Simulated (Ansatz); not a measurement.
**C2H3ClNSi radical: basis-set convergence**

One table from this session's results is given with a row withheld; the runs are named, their logs left out.

Computed with Ansatz 0.2.0, Gaussian basis. Level: one geometry, several basis sets.

Levels to be run: PBE0-D4/def2-SVP; ωB97M-V/def2-SVP; PBE0-D4/def2-QZVPP; ωB97M-V/def2-QZVPP; the functionals' def2-TZVPP values are taken from earlier runs.

### Structure used throughout

All runs share one geometry, relaxed beforehand with PBE0-D4 in a triple-zeta def2 set.

8 atoms, charge 0, spin multiplicity 2.

Atoms are counted from 1 here; the program's logs count them from 0.

Bond lengths: C1–Si2 1.857 Å, C1–H6 1.093 Å, C1–H7 1.091 Å, C1–H8 1.092 Å, Si2–Cl3 2.045 Å, Si2–C4 1.842 Å, C4–N5 1.154 Å. Angles: Si2–C1–H6 109.8°, Si2–C1–H7 110.5°, Si2–C1–H8 109.7°, H6–C1–H7 109.0°, H6–C1–H8 108.9°, H7–C1–H8 109.0°, C1–Si2–Cl3 112.0°, C1–Si2–C4 109.8°, Cl3–Si2–C4 107.5°, Si2–C4–N5 174.6°.

Geometry (Å):

```xyz
8
C2H3ClNSi
C    -0.71088   -0.54476    0.78257
Si    0.59876    0.64816    0.22539
Cl    2.48316   -0.09279    0.51283
C     0.40572    0.98934   -1.57444
N     0.24166    1.29835   -2.67435
H    -0.60057   -1.49150    0.24679
H    -0.62604   -0.73178    1.85402
H    -1.69971   -0.13201    0.57140
```

The first run:

in.yaml

```yaml
crystal:
  periodic: [false, false, false]
  atoms:
    - {symbol: C, position_ang: [-0.710879, -0.544763, 0.782566]}
    - {symbol: Si, position_ang: [0.598764, 0.648165, 0.225387]}
    - {symbol: Cl, position_ang: [2.483162, -0.092793, 0.512828]}
    - {symbol: C, position_ang: [0.405716, 0.989336, -1.574442]}
    - {symbol: N, position_ang: [0.241656, 1.298352, -2.674345]}
    - {symbol: H, position_ang: [-0.600566, -1.491503, 0.246789]}
    - {symbol: H, position_ang: [-0.626044, -0.731784, 1.854021]}
    - {symbol: H, position_ang: [-1.699710, -0.132011, 0.571397]}
basis:
  gaussian: {orbitals: def2-SVP}
magnetization: {spin_polarized: true, initial_magnetization: 1}
hamiltonian: {xc: pbe0, dispersion: d4}
output: {orbitals: {seedname: orbitals}}
```

On the command line:

```bash
> ansatz run in.yaml --threads 4 --pin off --events-out ev --progress --plain --max-ram 10444MiB
```

Among the steps run: PBE0-D4 in def2-SVP; ωB97M-V in def2-SVP; PBE0-D4 in def2-QZVPP; ωB97M-V in def2-QZVPP.

One of the session's tables, all rows but one given; the rest of the session is left out.

It belongs to the step «Density functionals: the series». 

```
functional       basis  HOMO (eV)  LUMO (eV)
   PBE0-D4    def2-SVP      -6.77      -3.17
   PBE0-D4  def2-TZVPP      -6.86      -3.23
   PBE0-D4  def2-QZVPP          ?          ?
   ωB97M-V    def2-SVP      -8.47      -1.49
   ωB97M-V  def2-TZVPP      -8.60      -1.59
   ωB97M-V  def2-QZVPP      -8.63      -1.65
```

**Question.** Estimate the row for PBE0-D4, def2-QZVPP.

As computed: HOMO (eV): -6.89; LUMO (eV): -3.26. In the column «HOMO (eV)» it lies between ωB97M-V, def2-SVP (-8.47) and PBE0-D4, def2-TZVPP (-6.86).
